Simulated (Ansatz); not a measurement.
# NaRu2: the cost of one run

Computed with Ansatz 0.2.0 (DFT PBE, scalar-relativistic, plane waves, PAW, unless a step's input says otherwise).

## 1. The system as given

It takes space group P4/mmm (No. 123, tetragonal). Conventional cell: a = 3.102 Å, b = 3.102 Å, c = 5.229 Å, α = 90.00°, β = 90.00°, γ = 90.00°. Na (site symmetry 4/mmm) is surrounded by 2 Ru at 2.61 Å. Ru (site symmetry 4/mmm) is surrounded by 4 Ru at 2.19 Å.

Structure file:

```cif
data_structure
_symmetry_space_group_name_H-M 'P 1'
_symmetry_Int_Tables_number 1
_cell_length_a 3.1023
_cell_length_b 3.1023
_cell_length_c 5.2291
_cell_angle_alpha 90.000
_cell_angle_beta 90.000
_cell_angle_gamma 90.000
_cell_volume 50.33
loop_
_atom_site_label
_atom_site_type_symbol
_atom_site_fract_x
_atom_site_fract_y
_atom_site_fract_z
_atom_site_occupancy
Na1 Na 0.00000 0.00000 0.50000 1
Ru1 Ru 0.00000 0.00000 0.00000 1
Ru2 Ru 0.50000 0.50000 0.00000 1
```

The cell is invented: random cell by space group and Wyckoff sites (P4/mmm, No. 123). Lengths come from tabulated atomic sizes and are only a guess.

## 2. A first look at the guess

Contents of input.yaml:

```yaml
crystal:
  lattice:
    - [3.10231096, 0.0, 0.0]
    - [0.0, 3.10231096, 0.0]
    - [0.0, 0.0, 5.22912073]
  atoms:
    - { symbol: Na, position: [0.0, 0.0, 0.5] }
    - { symbol: Ru, position: [0.0, 0.0, 0.0] }
    - { symbol: Ru, position: [0.5, 0.5, 0.0] }
basis:
  ecutwfc: 420
kpoints:
  mp_grid: { grid: [6, 6, 4] }
hamiltonian:
  xc: pbe
scf:
  occupations: { method: gaussian, width: 0.1 }
  lower_state_search: "off"
output:
  forces: true
  stress: true
  eigenvalues: true
```

Run with:

```bash
$ ansatz run input.yaml --threads 1 --pin off --max-ram 2048MiB --backend cpu --events-out ev --progress --plain --runs-dir out
```

**Question.** How long does this run take on 1 thread of AMD EPYC 7B13 (Zen 3), shared host, and how much memory does it need?

About 1.4 s, with a peak of 0.38 GiB.
